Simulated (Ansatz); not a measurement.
## CsLiCr2Te2S3 in Ansatz: the effect of Hubbard term

Crystal: CsLiCr2Te2S3.

```
Cs Li Cr Te S
1.0
     7.05684    0.00000    0.00788
     0.00000    3.98060    0.00000
    -2.68302    0.00000    8.67869
Cs Li Cr Te S
1 1 2 2 3
Direct
  0.07739 0.00000 0.37706
  0.86424 0.50000 0.78883
  0.12646 0.00000 0.94616
  0.59290 0.50000 0.97165
  0.50838 0.00000 0.15270
  0.55612 0.00000 0.74893
  0.87426 0.00000 0.68502
  0.25176 0.50000 0.84402
  0.96294 0.50000 0.05357
```

The cell was built by a generator and needn't be a form met in nature.

Alike in all runs:

| Item | Value |
| --- | --- |
| Program | Ansatz 0.2.0 |
| Task | projected density of states |
| Functional | PBE |
| Potentials or basis | Ansatz PAW |
| Cutoff | 420 eV (not typed: the program's choice for these potentials) |
| k mesh | 4 × 7 × 3 |
| Occupations | fermi-dirac, width 0.05 eV |
| Spin | collinear spin, ferromagnetic start |
| Starting moments | [0.0, 0.0, 3.0, 3.0, 0.0, 0.0, 0.0, 0.0, 0.0] μB |
| Hubbard projectors | ortho-atomic (the default) |
| Double counting | fll (the default) |

| Hubbard term | gap on the mesh (eV) | pressure (GPa) | moment (μB) | largest force (eV/Å) |
| --- | --- | --- | --- | --- |
| Cr d U = 2 eV | 0.37 | 1.1 | 6.00 | 0.23 |
| Cr d U = 4 eV | ? | ? | ? | ? |
| Cr d U = 6 eV | 0.08 | 3.6 | 6.01 | 0.78 |
| Cr d U = 8 eV | none | 4.9 | 6.03 | 1.02 |

**Question.** What does the run with Hubbard term Cr d U = 4 eV give?

**Answer.** gap on the mesh 0.22 eV; pressure 2.3 GPa; moment 6.00 μB; largest force 0.50 eV/Å.

Worked out: A straight line through the other rows of the pressure, of slope 0.632 GPa per eV, gives 2.4 GPa, against the run's 2.3. A straight line through the other rows of the moment, of slope 0.00464 μB per eV, gives 6.01 μB, against the run's 6.00. A straight line through the other rows of the largest force, of slope 0.133 eV/Å per eV, gives 0.50 eV/Å, against the run's 0.50.

Caveats: the magnetic or orbital state may not be the lowest; only a ferromagnetic start was run, and an antiferromagnetic order may lie lower in energy; odd divisions of the mesh miss points on the zone boundary, where band edges often lie, so the gap on the mesh can be too wide (some runs); spin-orbit coupling is left out, which moves the levels of the heavy elements (some runs); forces of over 1 eV/Å show positions far from the minimum, so gaps and moduli don't describe the material at rest (some runs).

A k mesh can miss the band edges.

A gap of «none» marks a metal or a gap under the smearing width.
